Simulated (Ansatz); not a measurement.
# CH9ClOSi2: the cost of one run

Method: UKS PBE-D4/STO-3G, in Ansatz 0.2.0.

**1. The system as given**

Bond lengths: Si1–Si2 2.597 Å, Si1–H3 1.463 Å, Si1–H4 1.476 Å, Si1–Cl5 2.031 Å, Si1–O7 2.069 Å, O7–C8 1.403 Å, Si2–H9 1.468 Å, Si2–H10 1.477 Å, Si2–H11 1.467 Å, C8–H12 1.091 Å, C8–H13 1.093 Å, C8–H14 1.093 Å. Angles (14 of 23 angles, heavy atoms first): Si2–Si1–Cl5 106.0°, Si2–Si1–O7 77.5°, Cl5–Si1–O7 94.3°, Si1–O7–C8 132.1°, Si1–Si2–H9 108.3°, Si1–Si2–H10 134.7°, Si1–Si2–H11 97.0°, Si2–Si1–H3 142.3°, Si2–Si1–H4 87.3°, H3–Si1–Cl5 108.1°, H3–Si1–O7 84.3°, H4–Si1–Cl5 103.5°, H4–Si1–O7 159.3°, O7–C8–H12 107.7°.

As a file:

```xyz
14

Si   -1.2364   -0.5406    0.1647
Si    0.6755   -0.6474    1.9188
H    -1.6675   -1.1078   -1.1126
H    -2.0394   -1.3601    1.0929
Cl   -2.0532    1.3108    0.3410
H     0.9094    0.1749    0.2521
O     0.4012    0.1153   -0.9162
C     0.5156    0.9592   -2.0309
H     1.3535   -1.9418    1.7821
H     1.7126    0.2968    2.3830
H    -0.1782   -0.7694    3.1051
H    -0.2993    0.7188   -2.7147
H     1.4719    0.7831   -2.5300
H     0.4342    2.0081   -1.7352
```

**2. Run 1**

150 steps of 0.5 fs at constant energy, with velocities drawn for 300 K.

input.yaml

```yaml
crystal:
  periodic: [false, false, false]
  atoms:
    - { symbol: Si, position_ang: [-1.2364, -0.5406, 0.1647] }
    - { symbol: Si, position_ang: [0.6755, -0.6474, 1.9188] }
    - { symbol: H, position_ang: [-1.6675, -1.1078, -1.1126] }
    - { symbol: H, position_ang: [-2.0394, -1.3601, 1.0929] }
    - { symbol: Cl, position_ang: [-2.0532, 1.3108, 0.341] }
    - { symbol: H, position_ang: [0.9094, 0.1749, 0.2521] }
    - { symbol: O, position_ang: [0.4012, 0.1153, -0.9162] }
    - { symbol: C, position_ang: [0.5156, 0.9592, -2.0309] }
    - { symbol: H, position_ang: [1.3535, -1.9418, 1.7821] }
    - { symbol: H, position_ang: [1.7126, 0.2968, 2.383] }
    - { symbol: H, position_ang: [-0.1782, -0.7694, 3.1051] }
    - { symbol: H, position_ang: [-0.2993, 0.7188, -2.7147] }
    - { symbol: H, position_ang: [1.4719, 0.7831, -2.53] }
    - { symbol: H, position_ang: [0.4342, 2.0081, -1.7352] }
magnetization:
  spin_polarized: true
basis:
  gaussian: { orbitals: STO-3G }
hamiltonian:
  xc: pbe
  dispersion: d4
md:
  timestep: 0.5
  n_steps: 150
  ensemble: nve
  temperature: 300.0
  initial_velocities: maxwell_boltzmann
  seed: 122790
```

The run is started by

```sh
ansatz run input.yaml --threads 1 --pin off --max-ram 2048MiB --backend cpu --events-out ev --progress --plain --runs-dir out
```

What time and memory should one allow on 1 thread of Intel Xeon Platinum 8488C (Sapphire Rapids), shared host?

About 8.3 min, with a peak of 0.15 GiB.
